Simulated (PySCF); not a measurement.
# C5H3ClS: magnetic properties

Wanted: magnetic properties for C5H3ClS (`S=C1C=C/C1=C\Cl`).

Computed with PySCF 2.14.0 and routines of our own; the level stands in each step. Atoms count from 0.

### Step 1. The starting structure

10 atoms, charge 0, multiplicity 1; geometry from: GFN2-xTB.

### Step 2. Magnetic properties: GIAO wB97X-D/pcSseg-1

The job: settings as JSON, then the geometry in Å.

```
{"job": {"kind": "mag", "xc": "wB97X-D", "basis": "pcSseg-1", "isotopologues": 2}, "charge": 0, "multiplicity": 1}
S     -1.153543     2.472903    -0.057323
C     -0.841372     0.894339    -0.020290
C     -1.615552    -0.349426     0.010712
C     -0.492472    -1.112750     0.024792
C      0.399890     0.057945    -0.004412
C      1.696881     0.323446    -0.014543
Cl     2.900551    -0.899802     0.011424
H     -2.669155    -0.547571     0.018651
H     -0.294409    -2.167203     0.047549
H      2.078063     1.332772    -0.039087
```

With the program's defaults for keys left out, this is: GIAO wB97X-D/pcSseg-1 magnetisability, rotational g tensor and spin-rotation constants, non-relativistic, gas phase.

On the command line:

```console
> OMP_NUM_THREADS=1 python excited_run.py task.json out
```

This one command runs all jobs of the session in turn.

What it wrote:

```text
coarse grid: 10544 points
cycle   1  E = -1050.3626901502  dE =  1.521e+00  |g| = 4.550e-01  |ddm| = 3.370e+00
cycle   2  E = -1050.3437778899  dE =  1.891e-02  |g| = 6.061e-01  |ddm| = 1.417e+00
cycle   3  E = -1050.4376080748  dE = -9.383e-02  |g| = 6.883e-02  |ddm| = 7.692e-01
cycle   4  E = -1050.4385011417  dE = -8.931e-04  |g| = 4.771e-02  |ddm| = 1.264e-01
cycle   5  E = -1050.4391111723  dE = -6.100e-04  |g| = 9.736e-03  |ddm| = 7.410e-02
cycle   6  E = -1050.4391559402  dE = -4.477e-05  |g| = 3.935e-03  |ddm| = 2.804e-02
cycle   7  E = -1050.4391632795  dE = -7.339e-06  |g| = 1.764e-03  |ddm| = 1.099e-02
final grid: 95648 points
cycle   8  E = -1050.4904733186  dE = -1.413e-04  |g| = 4.694e-03  |ddm| = 6.477e-02
cycle   9  E = -1050.4904770696  dE = -3.751e-06  |g| = 3.482e-03  |ddm| = 1.094e-02
cycle  10  E = -1050.4904795722  dE = -2.503e-06  |g| = 8.096e-04  |ddm| = 4.584e-03
cycle  11  E = -1050.4904798209  dE = -2.487e-07  |g| = 5.531e-04  |ddm| = 1.377e-03
cycle  12  E = -1050.4904799156  dE = -9.473e-08  |g| = 1.340e-04  |ddm| = 1.048e-03
cycle  13  E = -1050.4904799317  dE = -1.607e-08  |g| = 8.364e-05  |ddm| = 5.063e-04
cycle  14  E = -1050.4904799355  dE = -3.834e-09  |g| = 2.802e-05  |ddm| = 2.412e-04
cycle  15  E = -1050.4904799360  dE = -5.255e-10  |g| = 9.817e-06  |ddm| = 9.258e-05
converged SCF energy = -1050.4904799360

Magnetisability tensor (1e-30 J/T^2)
     -938.81       -5.87       -0.99
       -5.87     -697.09      -14.89
       -0.99      -14.89    -1334.95
isotropic -990.28   principal values   -1335.30   -938.95   -696.60
isotropic susceptibility -59.636 1e-6 cm^3/mol

Inertial axes            a          b          c
rot. const./GHz      4.1162     0.9609     0.7791
chi total           -51.863    -46.632    -80.413
chi diamagnetic    -384.117  -1215.108  -1500.056
chi paramagnetic    332.253   1168.476   1419.642
quadrupole/D A       -8.059     10.065     -2.005
g nuclear            0.5648     0.5022     0.5140
g electronic        -0.6425    -0.5275    -0.5196
g total             -0.0777    -0.0253    -0.0056

Spin-rotation constants (kHz, H = +C I.J)
atom  isotope        aa         bb         cc
  6   35Cl        0.513      0.301      0.146
  7     1H        0.001      0.014     -0.097
  8     1H        0.031      0.044     -0.093
  9     1H       -0.400      0.081     -0.087
  0    33S*       3.683      0.878      0.105
  1    13C*       2.668      0.585      0.152
  2    13C*       1.600      0.505      0.132
  3    13C*       1.737      0.568      0.114
  4    13C*       1.803      0.405      0.148
  5    13C*       1.483      0.337      0.128
* in the singly substituted isotopologue

Isotopologues: g along a, b, c
2H    at 7,8,9             -0.0692    -0.0251    -0.0054
34S   at 0                 -0.0768    -0.0247    -0.0054
```

It took 24 s on 1 thread of Arm Neoverse V1, shared host; peak memory 0.75 GiB.

In short:

```csv
quantity,value
magnetisability,-990·10⁻³⁰ J/T²
molar susceptibility,-59.6·10⁻⁶ cm³/mol
"rotational g (a, b, c)","-0.0777, -0.0253, -0.0056"
```

### Step 3. Magnetic properties: GIAO LC-wPBE/def2-SVP

The job, as its differences from that of step 2:

```diff
@@ -1,2 +1,2 @@
-{"job": {"kind": "mag", "xc": "wB97X-D", "basis": "pcSseg-1", "isotopologues": 2}, "charge": 0, "multiplicity": 1}
+{"job": {"kind": "mag", "xc": "LC-wPBE", "basis": "def2-SVP", "scf": {"conv": 1e-08, "guess": "sap"}}, "charge": 0, "multiplicity": 1}
 S     -1.153543     2.472903    -0.057323
```

Level: GIAO LC-wPBE/def2-SVP magnetisability, rotational g tensor and spin-rotation constants, non-relativistic, gas phase.

What it wrote:

```text
final grid: 95648 points
cycle   1  E = -945.7657575106  dE =  9.150e+01  |g| = 1.047e+01  |ddm| = 3.301e+01
cycle   2  E = -743.9014997846  dE =  2.019e+02  |g| = 1.690e+01  |ddm| = 4.012e+01
cycle   3  E = -1022.0136046452  dE = -2.781e+02  |g| = 7.310e+00  |ddm| = 2.899e+01
cycle   4  E = -1042.3153213805  dE = -2.030e+01  |g| = 4.227e+00  |ddm| = 1.540e+01
cycle   5  E = -1042.5611216429  dE = -2.458e-01  |g| = 3.863e+00  |ddm| = 1.519e+01
cycle   6  E = -1049.4988111734  dE = -6.938e+00  |g| = 1.065e+00  |ddm| = 7.405e+00
cycle   7  E = -1049.7258780688  dE = -2.271e-01  |g| = 5.887e-01  |ddm| = 1.740e+00
cycle   8  E = -1049.8183877643  dE = -9.251e-02  |g| = 9.767e-02  |ddm| = 6.527e-01
cycle   9  E = -1049.8235032997  dE = -5.116e-03  |g| = 4.598e-02  |ddm| = 2.491e-01
cycle  10  E = -1049.8245014752  dE = -9.982e-04  |g| = 1.892e-02  |ddm| = 8.424e-02
cycle  11  E = -1049.8247159208  dE = -2.144e-04  |g| = 7.197e-03  |ddm| = 3.985e-02
cycle  12  E = -1049.8247708135  dE = -5.489e-05  |g| = 3.204e-03  |ddm| = 2.447e-02
cycle  13  E = -1049.8247778705  dE = -7.057e-06  |g| = 2.243e-03  |ddm| = 7.119e-03
cycle  14  E = -1049.8247821030  dE = -4.232e-06  |g| = 4.565e-04  |ddm| = 7.609e-03
cycle  15  E = -1049.8247822891  dE = -1.861e-07  |g| = 2.426e-04  |ddm| = 1.405e-03
cycle  16  E = -1049.8247823347  dE = -4.566e-08  |g| = 8.822e-05  |ddm| = 6.375e-04
cycle  17  E = -1049.8247823400  dE = -5.240e-09  |g| = 2.626e-05  |ddm| = 2.734e-04
converged SCF energy = -1049.8247823400

Magnetisability tensor (1e-30 J/T^2)
     -927.28      -15.56       -0.86
      -15.56     -655.41      -16.50
       -0.86      -16.50    -1362.02
isotropic -981.57   principal values   -1362.41   -928.16   -654.15
isotropic susceptibility -59.112 1e-6 cm^3/mol

Inertial axes            a          b          c
rot. const./GHz      4.1162     0.9609     0.7791
chi total           -50.092    -45.196    -82.046
chi diamagnetic    -382.375  -1212.651  -1498.365
chi paramagnetic    332.283   1167.454   1416.319
quadrupole/D A       -7.684      9.226     -1.542
g nuclear            0.5648     0.5022     0.5140
g electronic        -0.6425    -0.5270    -0.5184
g total             -0.0778    -0.0249    -0.0043

Spin-rotation constants (kHz, H = +C I.J)
atom  isotope        aa         bb         cc
  6   35Cl        0.446      0.256      0.115
  7     1H       -0.004      0.014     -0.097
  8     1H        0.019      0.044     -0.095
  9     1H       -0.412      0.082     -0.088
  0    33S*       3.655      0.874      0.074
  1    13C*       2.558      0.569      0.126
  2    13C*       1.469      0.476      0.109
  3    13C*       1.577      0.534      0.093
  4    13C*       1.661      0.375      0.124
  5    13C*       1.367      0.310      0.103
* in the singly substituted isotopologue
```

It took 25 s on 1 thread of Arm Neoverse V1, shared host; peak memory 0.57 GiB.

From this job:

```csv
quantity,value
magnetisability,-982·10⁻³⁰ J/T²
molar susceptibility,-59.1·10⁻⁶ cm³/mol
"rotational g (a, b, c)","-0.0778, -0.0249, -0.0043"
```

### Step 4. The levels compared

```csv
level,ξ (10⁻³⁰ J/T²),g(a),g(b),gap (eV),functions,time
GIAO wB97X-D/pcSseg-1,-990,-0.0777,-0.0253,7.61,148,24 s
GIAO LC-wPBE/def2-SVP,-982,-0.0778,-0.0249,8.90,121,25 s
```

### Step 5. What came out

```
                                              quantity                      value
       magnetisability (step 2, GIAO wB97X-D/pcSseg-1)            -990·10⁻³⁰ J/T²
  molar susceptibility (step 2, GIAO wB97X-D/pcSseg-1)         -59.6·10⁻⁶ cm³/mol
rotational g (a, b, c) (step 2, GIAO wB97X-D/pcSseg-1)  -0.0777, -0.0253, -0.0056
                       magnetisability over the levels    -990 to -982·10⁻³⁰ J/T²
```

What this shows: The magnetisability spreads by 0.9 % over 2 levels of like cost. Two levels can agree by chance, so this spread shows no convergence. Vibrational averaging and real surroundings are missing from these values.
